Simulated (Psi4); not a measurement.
**Si4H10 (SMILES [SiH3][SiH]([SiH3])[SiH3]) at HSE06/6-31G(d) (spherical functions)**

Aim: the vertical singlet–triplet gap of Si4H10 at HSE06/6-31G* (spherical functions), from 2 runs. 

The results are computed with Psi4 1.11.

1 further run of the same task is left out (set aside as unsound or not needed). Runs told in other sessions of the task aren't counted.

### Step 1. The system as given

Si4H10: 14 atoms, total charge 0, spin state singlet. SMILES: `[SiH3][SiH]([SiH3])[SiH3]`. Geometry: relaxed at PBE0-D4/def2-TZVP.

Bond lengths: Si1–Si2 2.337 Å, Si2–Si3 2.337 Å, Si2–Si4 2.337 Å, Si1–H5 1.488 Å, Si1–H6 1.488 Å, Si1–H7 1.488 Å, Si2–H8 1.492 Å, Si3–H9 1.488 Å, Si3–H10 1.488 Å, Si3–H11 1.488 Å, Si4–H12 1.488 Å, Si4–H13 1.488 Å, Si4–H14 1.488 Å. Some angles: Si1–Si2–Si3 109.6°, Si1–Si2–Si4 109.6°, Si3–Si2–Si4 109.6°, Si1–Si2–H8 109.3°, Si3–Si2–H8 109.3°, Si4–Si2–H8 109.3°, Si2–Si1–H5 110.8°, Si2–Si1–H6 110.8°, Si2–Si1–H7 109.2°, Si2–Si3–H9 109.2°.

### Step 2. Energy and forces at HSE06/6-31G(d) (spherical functions)

Contents of calc.inp:

```
memory 2200 MB

molecule molecule1 {
  Si    -1.586600     0.449770    -1.468220
  Si    -0.437700    -0.033320     0.509060
  Si     1.124000     1.651140     0.941090
  Si     0.660040    -2.085920     0.297480
  H     -2.588800    -0.607930    -1.768740
  H     -2.287510     1.758070    -1.365710
  H     -0.615640     0.517850    -2.593590
  H     -1.409520    -0.107160     1.639330
  H      2.091010     1.722300    -0.187470
  H      1.875310     1.366450     2.193260
  H      0.452630     2.971990     1.075490
  H      1.404530    -2.417500     1.542160
  H      1.628750    -2.008150    -0.829180
  H     -0.310500    -3.177580     0.015050
  units angstrom
  symmetry c1
}

set globals {
  puream               true
  e_convergence        1e-09
  d_convergence        1e-08
  scf_type             pk
  dft_radial_points    99
  dft_spherical_points 590
}

result, w = gradient('hse06/6-31G*', return_wfn=True)
oeprop(w, 'LOWDIN_CHARGES', 'DIPOLE', 'MAYER_INDICES')
print_variables()
```

The run is started by

```bash
$ psi4 calc.inp calc.out -n 1
```

calc.out:

```text
[...]
  Running in c1 symmetry.
[...]
  Nuclear repulsion =  328.836297667382325
[...]
  Multiplicity = 1
[...]
  Nalpha       = 33
  Nbeta        = 33
[...]
    Number of basis functions: 92
[...]
   @RKS iter   1: -1163.35977477169195   -5.48697e-01   3.49278e-03 ADIIS/DIIS
[...]
   @RKS iter   9: -1163.45624044665328   -2.16005e-11   4.45484e-09 DIIS
[...]
  @RKS Final Energy: -1163.45624044665328
   => Energetics <=
    Nuclear Repulsion Energy =            328.8362976673823255
    One-Electron Energy =               -2266.9558275158206015
    Two-Electron Energy =                 841.3916769392988044
    DFT Exchange-Correlation Energy =     -66.7283875375134841
    Empirical Dispersion Energy =           0.0000000000000000
    VV10 Nonlocal Energy =                  0.0000000000000000
    Total Energy =                      -1163.4562404466530552
[...]
  -Total Gradient:
     Atom            X                  Y                   Z
    ------   -----------------  -----------------  -----------------
       1        0.000075540823     0.000111873341    -0.000701948850
       2       -0.000414535414    -0.000030991779     0.000486868385
       3        0.000579046378     0.000334303671    -0.000257597680
       4        0.000493803022    -0.000359805189    -0.000382112033
       5        0.000928364883     0.000718362878     0.000570151468
       6        0.000706830540    -0.001069146419     0.000266211123
       7       -0.000504997834    -0.000134844751     0.001156971069
       8        0.000831031178     0.000063681553    -0.000965318788
       9       -0.000974035688    -0.000345235153     0.000745760950
      10       -0.000839337084    -0.000063614080    -0.000998455007
      11        0.000234314180    -0.001275160690    -0.000155368339
      12       -0.000759003736     0.000588686198    -0.000887385157
[...]
 Multipole Moments:
 ------------------------------------------------------------------------------------
     Multipole            Electronic (a.u.)      Nuclear  (a.u.)        Total (a.u.)
 ------------------------------------------------------------------------------------
 L = 1.  Multiply by 2.5417464519 to convert [e a0] to [Debye]
 Dipole X            :         -0.7490750            0.7225915           -0.0264836
 Dipole Y            :         -0.0571763            0.0551368           -0.0020395
 Dipole Z            :          0.8711365           -0.8403281            0.0308084
 Magnitude           :                                                    0.0406780
[...]
```

Run time: 56 s. Hardware: 1 thread of Intel Xeon 6975P-C (Granite Rapids), shared host; peak memory 1.2 GiB.

### Step 3. The triplet, same level

Contents of run_ase.py:

```python
import numpy as np
from ase.calculators.psi4 import Psi4
from ase import Atoms

atoms = Atoms(['Si', 'Si', 'Si', 'Si', 'H', 'H', 'H', 'H', 'H', 'H', 'H', 'H', 'H', 'H'], positions=[
    [-1.586600, 0.449770, -1.468220],
    [-0.437700, -0.033320, 0.509060],
    [1.124000, 1.651140, 0.941090],
    [0.660040, -2.085920, 0.297480],
    [-2.588800, -0.607930, -1.768740],
    [-2.287510, 1.758070, -1.365710],
    [-0.615640, 0.517850, -2.593590],
    [-1.409520, -0.107160, 1.639330],
    [2.091010, 1.722300, -0.187470],
    [1.875310, 1.366450, 2.193260],
    [0.452630, 2.971990, 1.075490],
    [1.404530, -2.417500, 1.542160],
    [1.628750, -2.008150, -0.829180],
    [-0.310500, -3.177580, 0.015050],
])
calc = Psi4(atoms=atoms, method='hse06', basis='6-31G*', memory='2200MB', num_threads=1, charge=0, multiplicity=3, label='h10si4', reference='uks')
calc.psi4.set_options({'puream': True, 'e_convergence': 1e-09, 'd_convergence': 1e-08, 'scf_type': 'pk', 'dft_radial_points': 99, 'dft_spherical_points': 590, 'maxiter': 100})
atoms.calc = calc

forces = atoms.get_forces()
print(f'energy: {atoms.get_potential_energy():.6f} eV')
print('forces / eV A^-1')
print(np.round(forces, 5))
```

The run is started by

```bash
$ python run_ase.py
```

h10si4.dat:

```text
[...]
  Running in c1 symmetry.
[...]
  Nuclear repulsion =  328.836297667382325
[...]
  Multiplicity = 3
[...]
  Nalpha       = 34
  Nbeta        = 32
[...]
    Number of basis functions: 92
[...]
   @UKS iter   1: -1163.12685133837113   -3.15774e-01   3.47321e-03 DIIS/ADIIS
[...]
   @UKS iter  37: -1163.23156778785005   -1.36424e-12   7.00151e-10 DIIS
[...]
   @S^2 Observed:                2.005036864E+00
[...]
  @UKS Final Energy: -1163.23156778785005
   => Energetics <=
    Nuclear Repulsion Energy =            328.8362976673823255
    One-Electron Energy =               -2265.8836283847958839
    Two-Electron Energy =                 840.5157084723402932
    DFT Exchange-Correlation Energy =     -66.6999455427767742
    Empirical Dispersion Energy =           0.0000000000000000
    VV10 Nonlocal Energy =                  0.0000000000000000
    Total Energy =                      -1163.2315677878500537
  UHF NO Occupations:
  HONO-2 :   32  A 1.9991539
  HONO-1 :   33  A 1.0000000
[...]
 Multipole Moments:
 ------------------------------------------------------------------------------------
     Multipole            Electronic (a.u.)      Nuclear  (a.u.)        Total (a.u.)
 ------------------------------------------------------------------------------------
 L = 1.  Multiply by 2.5417464519 to convert [e a0] to [Debye]
 Dipole X            :         -0.6569577            0.7225915            0.0656338
 Dipole Y            :          0.0222578            0.0551368            0.0773946
 Dipole Z            :          0.8674427           -0.8403281            0.0271147
 Magnitude           :                                                    0.1050377
[...]
  -Total Gradient:
     Atom            X                  Y                   Z
    ------   -----------------  -----------------  -----------------
       1        0.019249871512    -0.008546673924     0.017622154844
       2       -0.007218516168    -0.011689975615    -0.008606290887
       3        0.000514358206     0.002686240594     0.003219989997
       4       -0.010208674717     0.024232243480    -0.005486663587
       5       -0.001090431626     0.002237541839    -0.004487072725
       6        0.009670494722    -0.012356249790     0.009481739630
       7       -0.004880769588    -0.000977013945    -0.004278617635
       8        0.002514929472     0.003337584496     0.001678729626
       9       -0.002008396210    -0.000951640945     0.001156905537
      10        0.000125190195     0.000490951491    -0.001289386180
      11        0.001143679458    -0.000636947146    -0.000490683979
      12       -0.011694833626     0.012010607442    -0.007447224482
[...]
```

Standard output:

```text
energy: -31653.143227 eV
forces / eV A^-1
[[-0.98987  0.43949 -0.90617]
 [ 0.37119  0.60112  0.44255]
 [-0.02645 -0.13813 -0.16558]
 [ 0.52495 -1.24607  0.28214]
 [ 0.05607 -0.11506  0.23073]
 [-0.49728  0.63538 -0.48757]
 [ 0.25098  0.05024  0.22002]
 [-0.12932 -0.17163 -0.08632]
 [ 0.10328  0.04894 -0.05949]
 [-0.00644 -0.02525  0.0663 ]
 [-0.05881  0.03275  0.02523]
 [ 0.60137 -0.61761  0.38295]
 [-0.00199  0.33495  0.02045]
 [-0.19772  0.17097  0.03486]]
```

Wall time 3.2 min (1 thread of Intel Xeon 6975P-C (Granite Rapids), shared host); peak memory 1.3 GiB.

### Step 4. What came out

Level: HSE06/6-31G* (spherical functions).

```
                                        quantity           value
                           singlet: total energy  -1163.45624 Eh
                          singlet: dipole moment          0.10 D
                            singlet: HOMO energy        -7.59 eV
                            singlet: LUMO energy        -0.32 eV
                          singlet: HOMO–LUMO gap         7.26 eV
               singlet: largest force on an atom      0.067 eV/Å
                           triplet: total energy  -1163.23157 Eh
                          triplet: dipole moment          0.27 D
     triplet: HOMO energy (highest over α and β)        -1.65 eV
                                   triplet: ⟨S²⟩           2.005
               triplet: largest force on an atom      1.412 eV/Å
vertical energy of the triplet above the singlet        6.114 eV
```

**Reading.** At this shape the triplet lies 6.11 eV (141 kcal/mol) above the singlet.
